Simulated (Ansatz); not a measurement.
# Si2Ge3: the cost of one run

Program: Ansatz 0.2.0. Level of theory: DFT PBE, scalar-relativistic, plane waves, PAW. These are calculated values, not measurements.

### 1 The structure to begin with

Symmetry: P-6m2, No. 187, hexagonal system. Conventional cell: a = 2.932 Å, b = 2.932 Å, c = 23.713 Å, α = 90.00°, β = 90.00°, γ = 120.00°. Si (site symmetry 3m) is surrounded by 6 Ge at 2.91 Å and 6 Si at 2.93 Å. Si (site symmetry -6m2) has 6 Ge at 2.91 Å and 6 Si at 2.93 Å as nearest neighbours. Around Ge (site symmetry 3m) lie 3 Si at 2.91 Å and 9 Ge at 2.91 to 2.93 Å. Ge (site symmetry 3m) is surrounded by 9 Ge at 2.91 to 2.93 Å and 3 Si at 2.91 Å. Ge (site symmetry 3m) is surrounded by 6 Si at 2.91 Å and 6 Ge at 2.93 Å.

Structure file:

```cif
data_structure
_symmetry_space_group_name_H-M 'P 1'
_symmetry_Int_Tables_number 1
_cell_length_a 2.9316
_cell_length_b 2.9316
_cell_length_c 23.7127
_cell_angle_alpha 90.000
_cell_angle_beta 90.000
_cell_angle_gamma 120.000
_cell_volume 176.49
loop_
_atom_site_label
_atom_site_type_symbol
_atom_site_fract_x
_atom_site_fract_y
_atom_site_fract_z
_atom_site_occupancy
Si1 Si 0.33333 0.66667 0.80000 1
Si2 Si 0.33333 0.66667 0.00000 1
Si3 Si 0.33333 0.66667 0.20000 1
Si4 Si 0.66667 0.33333 0.50000 1
Ge1 Ge 0.33333 0.66667 0.60000 1
Ge2 Ge 0.33333 0.66667 0.40000 1
Ge3 Ge 0.66667 0.33333 0.70000 1
Ge4 Ge 0.66667 0.33333 0.90000 1
Ge5 Ge 0.66667 0.33333 0.10000 1
Ge6 Ge 0.66667 0.33333 0.30000 1
```

The start is an ordering of an alloy on its end members' structure types: elements ordered on the sites of the Re type, Si/Ge on Re (P-6m2, No. 187).

### 2 A first look at the guess

The input, input.yaml:

```yaml
crystal:
  lattice:
    - [2.93159842, 0.0, 0.0]
    - [-1.46579921, 2.53883871, 0.0]
    - [0.0, 0.0, 23.71272186]
  atoms:
    - { symbol: Si, position: [0.33333333, 0.66666667, 0.8] }
    - { symbol: Si, position: [0.33333333, 0.66666667, 0.0] }
    - { symbol: Si, position: [0.33333333, 0.66666667, 0.2] }
    - { symbol: Si, position: [0.66666667, 0.33333333, 0.5] }
    - { symbol: Ge, position: [0.33333333, 0.66666667, 0.6] }
    - { symbol: Ge, position: [0.33333333, 0.66666667, 0.4] }
    - { symbol: Ge, position: [0.66666667, 0.33333333, 0.7] }
    - { symbol: Ge, position: [0.66666667, 0.33333333, 0.9] }
    - { symbol: Ge, position: [0.66666667, 0.33333333, 0.1] }
    - { symbol: Ge, position: [0.66666667, 0.33333333, 0.3] }
basis:
  ecutwfc: 420
kpoints:
  mp_grid: { grid: [6, 6, 1] }
hamiltonian:
  xc: pbe
scf:
  occupations: { method: gaussian, width: 0.1 }
  lower_state_search: "off"
output:
  forces: true
  stress: true
  eigenvalues: true
```

Started as:

```sh
$ ansatz run input.yaml --threads 1 --pin off --max-ram 2560MiB --backend cpu --events-out ev --progress --plain --runs-dir out
```

Q: Estimate wall time and peak memory on 1 thread of Arm Neoverse V1, shared host.

About 7.5 s, with a peak of 0.38 GiB.
